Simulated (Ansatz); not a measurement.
# C₂H₁₀GaP: small, medium and large basis sets

The task here is to estimate one member of a computed series from the others.

Computed with Ansatz 0.2.0, Gaussian basis. Level: one geometry, several basis sets.

Plan: PBE0-D4/def2-SVP; ωB97M-V/def2-SVP; PBE0-D4/def2-QZVPP; ωB97M-V/def2-QZVPP; the functionals' def2-TZVPP values are taken from earlier runs.

**Structure used throughout**

An earlier PBE0-D4 in a triple-zeta def2 set relaxation fixed the geometry.

SMILES `[CH3][GaH-]([CH3])[PH3+]`, 14 atoms, charge 0, spin multiplicity 1.

Atoms are counted from 1 here; the program's logs count them from 0.

Bond lengths: C1–Ga2 1.990 Å, C1–H5 1.093 Å, C1–H6 1.094 Å, C1–H7 1.092 Å, Ga2–C3 1.990 Å, Ga2–P4 2.585 Å, Ga2–H8 1.588 Å, C3–H9 1.094 Å, C3–H10 1.092 Å, C3–H11 1.093 Å, P4–H12 1.411 Å, P4–H13 1.412 Å, P4–H14 1.411 Å. Angles: Ga2–C1–H5 112.0°, Ga2–C1–H6 109.0°, Ga2–C1–H7 112.4°, H5–C1–H6 107.3°, H5–C1–H7 108.6°, H6–C1–H7 107.3°, C1–Ga2–C3 119.0°, C1–Ga2–P4 98.8°, C1–Ga2–H8 118.3°, C3–Ga2–P4 98.8°, C3–Ga2–H8 118.3°, P4–Ga2–H8 93.6°, Ga2–C3–H9 109.0°, Ga2–C3–H10 112.5°, Ga2–C3–H11 112.0°, H9–C3–H10 107.3°, H9–C3–H11 107.3°, H10–C3–H11 108.6° and more.

The first run:

File in.yaml:

```yaml
crystal:
  periodic: [false, false, false]
  atoms:
    - {symbol: C, position_ang: [-1.033522, 1.129665, -1.319827]}
    - {symbol: Ga, position_ang: [-0.345348, 0.611721, 0.473934]}
    - {symbol: C, position_ang: [1.579598, 0.899034, 0.887767]}
    - {symbol: P, position_ang: [-0.302207, -1.953263, 0.155084]}
    - {symbol: H, position_ang: [-0.339776, 0.857185, -2.118894]}
    - {symbol: H, position_ang: [-1.158053, 2.216174, -1.353253]}
    - {symbol: H, position_ang: [-2.007183, 0.685090, -1.537298]}
    - {symbol: H, position_ang: [-1.372769, 0.543587, 1.682601]}
    - {symbol: H, position_ang: [1.743964, 1.959963, 1.098733]}
    - {symbol: H, position_ang: [1.905357, 0.339457, 1.767362]}
    - {symbol: H, position_ang: [2.223427, 0.631316, 0.046402]}
    - {symbol: H, position_ang: [0.109257, -2.768974, 1.230714]}
    - {symbol: H, position_ang: [0.492153, -2.554530, -0.846061]}
    - {symbol: H, position_ang: [-1.507799, -2.625623, -0.138464]}
basis:
  gaussian: {orbitals: def2-SVP}
hamiltonian: {xc: pbe0, dispersion: d4}
output: {orbitals: {seedname: orbitals}}
```

On the command line:

```sh
> ansatz run in.yaml --threads 4 --pin off --events-out ev --progress --plain --max-ram 11315MiB
```

Steps of the session up to this table: PBE0-D4 in def2-SVP; ωB97M-V in def2-SVP; PBE0-D4 in def2-QZVPP; ωB97M-V in def2-QZVPP.

One table of the session follows, with a row left open; its other results are not shown here.

It belongs to the step «Functionals by basis». 

```
functional       basis  HOMO (eV)  LUMO (eV)
   PBE0-D4    def2-SVP          ?          ?
   PBE0-D4  def2-TZVPP      -7.14      -0.02
   PBE0-D4  def2-QZVPP      -7.15      -0.11
   ωB97M-V    def2-SVP      -9.28       2.24
   ωB97M-V  def2-TZVPP      -9.37       1.79
   ωB97M-V  def2-QZVPP      -9.38       1.20
```

Q: Estimate the row for PBE0-D4, def2-SVP from the others.

As computed: HOMO (eV): -7.06; LUMO (eV): 0.34. In the column «HOMO (eV)» it is the highest.
